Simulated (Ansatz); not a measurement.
# AlBBrH3 (SMILES [AlH2][BH]Br): one structure at several levels

One table from this session's results is given with a row withheld; the runs are named, their logs left out.

The runs use Ansatz 0.2.0, Gaussian basis; single points in def2-TZVPP.

Correlated methods freeze the cores. Filled d shells of the heavier atoms are correlated.

## The starting structure

SMILES `[AlH2][BH]Br`, 6 atoms, charge 0, spin multiplicity 1.

Atoms are counted from 1 here; the program's logs count them from 0.

Bond lengths: Al1–B2 2.122 Å, Al1–H4 1.379 Å, Al1–H5 1.599 Å, B2–Br3 1.933 Å, B2–H6 1.400 Å. Angles: B2–Al1–H4 116.6°, B2–Al1–H5 123.0°, H4–Al1–H5 120.1°, Al1–B2–Br3 95.8°, Al1–B2–H6 151.0°, Br3–B2–H6 106.6°.

As a file:

```mol
AlBBrH3
  3D, bonds by distance, orders not assigned

  6  5  0  0  0  0  0  0  0  0999 V2000
   -0.7064    0.4742   -0.5456 Al  0  0
    0.8046   -0.0619    0.8451 B   0  0
    0.9471   -1.9052    0.2802 Br  0  0
   -1.2270   -0.5460   -1.3142 H   0  0
   -1.3443    1.9389   -0.6165 H   0  0
    1.9773    0.2306    1.5515 H   0  0
  1  2  8  0
  1  4  8  0
  1  5  8  0
  2  3  8  0
  2  6  8  0
M  END
```

The first run:

File run/in.yaml:

```yaml
crystal:
  periodic: [false, false, false]
  atoms:
    - {symbol: Al, position_ang: [-0.706400, 0.474200, -0.545600]}
    - {symbol: B, position_ang: [0.804600, -0.061900, 0.845100]}
    - {symbol: Br, position_ang: [0.947100, -1.905200, 0.280200]}
    - {symbol: H, position_ang: [-1.227000, -0.546000, -1.314200]}
    - {symbol: H, position_ang: [-1.344300, 1.938900, -0.616500]}
    - {symbol: H, position_ang: [1.977300, 0.230600, 1.551500]}
basis:
  gaussian: {orbitals: def2-TZVPP}
correlation: {method: ccsd_t}
output: {forces: true}
```

The command line of these runs was not kept.

Steps of the session up to this table: CCSD(T)/def2-TZVPP; PBE0-D4/def2-TZVPP; wB97M-V/def2-TZVPP; r2SCAN-D4/def2-TZVPP; PBE-D4/def2-TZVPP; SPW92/def2-TZVPP; revPBE-D4/def2-TZVPP.

One table of the session follows, with a row left open; its other results are not shown here.

| method | RMS force component (eV/Å) | angle to CCSD(T) forces (°) | dipole (D) |
| --- | --- | --- | --- |
| CCSD(T) | 1.818 | reference | 0.13 |
| PBE0-D4 | 1.791 | 2.1 | 0.13 |
| wB97M-V | 1.790 | 1.9 | 0.13 |
| r2SCAN-D4 | 1.793 | 1.4 | 0.18 |
| PBE-D4 | 1.762 | 4.1 | 0.32 |
| SPW92 | ? | ? | ? |
| revPBE-D4 | 1.735 | 6.0 | 0.32 |

Estimate the missing values for SPW92.

As computed: RMS force component (eV/Å): 1.754; angle to CCSD(T) forces (°): 6.4; dipole (D): 0.29. In the column «RMS force component (eV/Å)» it lies between revPBE-D4 (1.735) and PBE-D4 (1.762).
